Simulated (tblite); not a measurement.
# C3H11PSSi3: the cost of one run

Computed with tblite 0.8.0 and PySCF 2.14.0, with density-fitted response routines of our own, on a single molecule in the gas phase. Atoms count from 0, in the outputs and in this text.

### Step 1. Starting geometry

19 atoms, charge 0, multiplicity 1; geometry from: force field or distance geometry start.

Bonds of the start (Å): C0–C1 1.54, C1–C2 1.26, C2–S3 1.76, S3–Si4 2.19, Si4–Si5 2.24, Si5–Si6 2.21, Si5–P7 2.19, Si5–C1 1.83, C0–H8 1.11, C0–H9 1.09, C0–H10 1.10, C2–H11 1.15, Si4–H12 1.45, Si4–H13 1.46, Si6–H14 1.46, Si6–H15 1.47, Si6–H16 1.48, P7–H17 1.43, P7–H18 1.43.

### Step 2. Optimising the geometry with GFN2-xTB

What the job is given:

```
{"job": {"kind": "relax", "xc": "GFN2-xTB", "basis": "xTB"}, "charge": 0, "multiplicity": 1}
C     -0.826100     1.039400    -1.861400
C     -1.076900     0.166800    -0.615900
C     -2.232100    -0.209400    -0.278200
S     -2.509300    -1.205900     1.148100
Si    -0.713000    -0.727100     2.303200
Si     0.377900    -0.332700     0.382200
Si     1.907800     1.251700     0.535000
P      1.151100    -2.229500    -0.389600
H      0.147900     0.688900    -2.249100
H     -1.650800     0.947500    -2.568200
H     -0.708800     2.096000    -1.563700
H     -3.156700     0.089900    -0.889800
H     -0.210300    -1.868700     3.040200
H     -0.912200     0.473800     3.103200
H      1.382900     2.565000     0.914800
H      2.996600     0.769900     1.403400
H      2.500600     1.405300    -0.815600
H      2.363800    -2.682900     0.216200
H      1.157700    -2.228800    -1.822200
```

On the command line:

```
OMP_NUM_THREADS=1 python probes_run.py task.json out
```

This one command runs all jobs of the session in turn.

Q: Estimate the wall time and peak memory of this first job on 1 thread of Intel Xeon at 2.70GHz, shared host.

About 4.2 s, with a peak of 0.18 GiB.
